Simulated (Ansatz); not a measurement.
Write a Python script for Ansatz 0.2.0 through its Python package that makes a comparison of dispersion corrections of C2H7MgNS, SMILES C[N](C)[Mg][SH]. Level of theory (for the species named): BLYP, def2-SVP basis, multiplicity 1, D3BJ dispersion.

```xyz
12

C    -0.9642   -1.0458    0.6996
N    -0.0613   -0.8266   -0.4047
C     1.2774   -0.8567    0.0952
Mg   -0.2901    1.1005   -1.1657
S    -0.7203    3.3232   -2.0646
H    -0.9037   -0.1729    1.4375
H    -0.8438   -1.9886    1.1768
H    -2.0032   -0.9410    0.2694
H     1.4760   -0.0258    0.8890
H     2.0169   -0.7076   -0.7113
H     1.5165   -1.8432    0.5966
H    -0.4233    3.9291   -0.7838
```

`c2h7mgns.py`:
```python
"""Size of D3 and D4 in C2H7MgNS."""

import ansatz as az

geometry_ang = [
    ("C", (-0.9642, -1.0458, 0.6996)),
    ("N", (-0.0613, -0.8266, -0.4047)),
    ("C", (1.2774, -0.8567, 0.0952)),
    ("Mg", (-0.2901, 1.1005, -1.1657)),
    ("S", (-0.7203, 3.3232, -2.0646)),
    ("H", (-0.9037, -0.1729, 1.4375)),
    ("H", (-0.8438, -1.9886, 1.1768)),
    ("H", (-2.0032, -0.941, 0.2694)),
    ("H", (1.476, -0.0258, 0.889)),
    ("H", (2.0169, -0.7076, -0.7113)),
    ("H", (1.5165, -1.8432, 0.5966)),
    ("H", (-0.4233, 3.9291, -0.7838)),
]
molecule = az.Crystal.molecule()
for symbol, xyz in geometry_ang:
    molecule = molecule.atom(symbol, xyz)

model = molecule.calculation().basis(gaussian="def2-SVP")
for name in ["blyp", "pbe0"]:
    for correction in ("d3bj", "d4"):
        rep = model.functional(name, dispersion=correction).run(threads=1).report
        print(f"{name:8s} {correction:5s} total {rep['free_energy_ev']:.5f} eV, of which dispersion {1000 * rep['dispersion']['energy']['ev']:.2f} meV")
```

`python c2h7mgns.py` gives:
```text
blyp     d3bj  total -19948.97080 eV, of which dispersion -539.26 meV
blyp     d4    total -19948.90764 eV, of which dispersion -476.11 meV
pbe0     d3bj  total -19939.52565 eV, of which dispersion -219.15 meV
pbe0     d4    total -19939.48869 eV, of which dispersion -182.18 meV
```

Reading the output:
- Total energies depend on the basis set; only differences at equal settings carry meaning.
- The geometry is a force-field or estimated start, not a minimum of this method, and the basis set is short of its limit. D4 holds the three-body term, and d3bj doesn't.
- Wall time of the script: 16 s on 1 thread of Arm Neoverse V2 (shared host), peak memory 0.28 GiB.
